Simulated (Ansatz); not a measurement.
# C7H4F6OS: one species, many methods

How much do the methods differ for C7H4F6OS? The plan is to run it at one geometry with functionals of several rungs and with coupled cluster. The yardstick is the atomisation energy at the CCSD(T) limit.

Computed with Ansatz 0.2.0, Gaussian basis. Level: functionals in def2-TZVPP, the program's frozen cores in correlated methods.

Plan: LDA (SPW92), PBE-D4, revPBE-D4, BLYP-D4, r2SCAN-D4, B97M-V, PBE0-D4, B3LYP-D4, r2SCANh-D4, r2SCAN0-D4, HSE06-D4, BHLYP-D4, CAM-B3LYP-D4, LC-ωPBE, ωB97X-V, ωB97M-V, B2PLYP, PBE-QIDH; CCSD(T)/def2-SVP; CCSD(T)/def2-TZVPP; MP2/def2-QZVPP; extrapolation to the limit; RPA on PBE.

## 1. The relaxed structure

An earlier PBE0-D4 in a triple-zeta def2 set relaxation fixed the geometry.

SMILES `OC(c1ccsc1)(C(F)(F)F)C(F)(F)F`, 19 atoms, charge 0, spin multiplicity 1.

Atoms are counted from 1 here; the program's logs count them from 0.

Bond lengths: O1–C2 1.396 Å, O1–H16 0.963 Å, C2–C3 1.510 Å, C2–C8 1.552 Å, C2–C12 1.548 Å, C3–C4 1.421 Å, C3–C7 1.367 Å, C4–C5 1.361 Å, C4–H17 1.079 Å, C5–S6 1.704 Å, C5–H18 1.079 Å, S6–C7 1.697 Å, C7–H19 1.079 Å, C8–F9 1.332 Å, C8–F10 1.341 Å, C8–F11 1.326 Å, C12–F13 1.328 Å, C12–F14 1.334 Å and more. Angles: C2–O1–H16 108.0°, O1–C2–C3 112.4°, O1–C2–C8 107.4°, O1–C2–C12 104.7°, C3–C2–C8 111.1°, C3–C2–C12 109.6°, C8–C2–C12 111.5°, C2–C3–C4 126.8°, C2–C3–C7 121.1°, C4–C3–C7 112.1°, C3–C4–C5 112.2°, C3–C4–H17 124.5°, C5–C4–H17 123.2°, C4–C5–S6 111.7°, C4–C5–H18 127.8°, S6–C5–H18 120.5°, C5–S6–C7 92.2°, C3–C7–S6 111.7° and more.

Geometry (Å):

```xyz
19
charge 0, multiplicity 1
O    -1.90311   -0.03109    0.82493
C    -0.79102   -0.39234    0.06309
C     0.34698    0.59062    0.20401
C     1.68233    0.41846   -0.25180
C     2.45947    1.50516    0.00766
S     1.58068    2.73596    0.79186
C     0.15568    1.81369    0.78453
C    -0.36064   -1.81262    0.51636
F     0.65150   -2.31160   -0.19046
F     0.03108   -1.74029    1.79714
F    -1.36359   -2.67827    0.45711
C    -1.30089   -0.39248   -1.39902
F    -2.33291   -1.20971   -1.57233
F    -0.33324   -0.76731   -2.23799
F    -1.68905    0.83248   -1.73877
H    -1.62337    0.04467    1.74370
H     2.04964   -0.46531   -0.75082
H     3.50514    1.63994   -0.22260
H    -0.76470    2.22003    1.17342
```

## 2. LDA

This LDA is Slater exchange with PW92 correlation.

File in.yaml:

```yaml
crystal:
  periodic: [false, false, false]
  atoms:
    - {symbol: O, position_ang: [-1.903110, -0.031089, 0.824934]}
    - {symbol: C, position_ang: [-0.791018, -0.392337, 0.063094]}
    - {symbol: C, position_ang: [0.346982, 0.590619, 0.204013]}
    - {symbol: C, position_ang: [1.682335, 0.418462, -0.251804]}
    - {symbol: C, position_ang: [2.459473, 1.505163, 0.007658]}
    - {symbol: S, position_ang: [1.580676, 2.735956, 0.791859]}
    - {symbol: C, position_ang: [0.155683, 1.813687, 0.784530]}
    - {symbol: C, position_ang: [-0.360641, -1.812617, 0.516363]}
    - {symbol: F, position_ang: [0.651500, -2.311595, -0.190465]}
    - {symbol: F, position_ang: [0.031083, -1.740295, 1.797142]}
    - {symbol: F, position_ang: [-1.363585, -2.678265, 0.457107]}
    - {symbol: C, position_ang: [-1.300891, -0.392477, -1.399021]}
    - {symbol: F, position_ang: [-2.332912, -1.209713, -1.572327]}
    - {symbol: F, position_ang: [-0.333243, -0.767308, -2.237989]}
    - {symbol: F, position_ang: [-1.689046, 0.832481, -1.738768]}
    - {symbol: H, position_ang: [-1.623368, 0.044665, 1.743701]}
    - {symbol: H, position_ang: [2.049639, -0.465314, -0.750824]}
    - {symbol: H, position_ang: [3.505143, 1.639944, -0.222597]}
    - {symbol: H, position_ang: [-0.764697, 2.220032, 1.173422]}
basis:
  gaussian: {orbitals: def2-TZVPP}
hamiltonian: {xc: lda}
output: {orbitals: {seedname: orbitals}}
```

The runs that follow: PBE-D4 (GGA); revPBE-D4 (GGA); BLYP-D4 (GGA); r2SCAN-D4 (meta-GGA); B97M-V (meta-GGA); PBE0-D4 (hybrid); B3LYP-D4 (hybrid); r2SCANh-D4 (hybrid); r2SCAN0-D4 (hybrid); HSE06-D4 (hybrid); BHLYP-D4 (hybrid); CAM-B3LYP-D4 (range-separated); LC-ωPBE-D4 (range-separated); ωB97X-V (range-separated); ωB97M-V (range-separated); B2PLYP (double hybrid); PBE-QIDH (double hybrid); CCSD(T) in def2-SVP; CCSD(T) in def2-TZVPP; MP2 in def2-QZVPP; RPA on PBE orbitals.

Q: Predict the results of all the runs planned. Wanted: atomisation energy, CCSD(T)/CBS; farthest beyond LDA; mean size of error, GGA; mean size of error, meta-GGA; mean size of error, hybrid; mean size of error, range-separated; mean size of error, double hybrid; gap, smallest and largest; T1 diagnostic.

The runs gave:

| quantity | value |
| --- | --- |
| atomisation energy, CCSD(T)/CBS | 8484.7 kJ/mol |
| functionals within 42.4 kJ/mol (0.5 %) | BLYP-D4, r2SCANh-D4, PBE-QIDH |
| farthest beyond LDA | BHLYP-D4 (-460.9 kJ/mol) |
| mean size of error, GGA | 205.2 kJ/mol |
| mean size of error, meta-GGA | 79.6 kJ/mol |
| mean size of error, hybrid | 157.4 kJ/mol |
| mean size of error, range-separated | 61.1 kJ/mol |
| mean size of error, double hybrid | 63.4 kJ/mol |
| gap, smallest and largest | 4.57 eV (BLYP-D4), 11.25 eV (LC-ωPBE) |
| T1 diagnostic | 0.0125 |
| triples share of the correlation energy | 3.9 % |

In words: The LDA atomisation energy is off by 1821.6 kJ/mol (21 %): it overbinds. PBE-D4 misses by +449.7 kJ/mol. Double hybrids carry the basis error of their MP2 part in triple zeta, and no dispersion term here, so their miss is partly the set-up's. By mean error the best rung here is range-separated (61.1 kJ/mol) and the worst beyond LDA is GGA (205.2 kJ/mol). The gap between the best rungs is small, so their order is not settled. The reference freezes the cores and leaves out relativity and excitations past (T), so misses under about 42.4 kJ/mol can't be ranked. Hartree-Fock recovers 68 % of the binding; the rest is correlation. CCSD(T) in def2-SVP is off by -371.0 kJ/mol, which most functionals beat. Orbital gaps span 4.6 to 11.2 eV; exact exchange widens them. The restricted reference is unstable towards a spin-broken one.
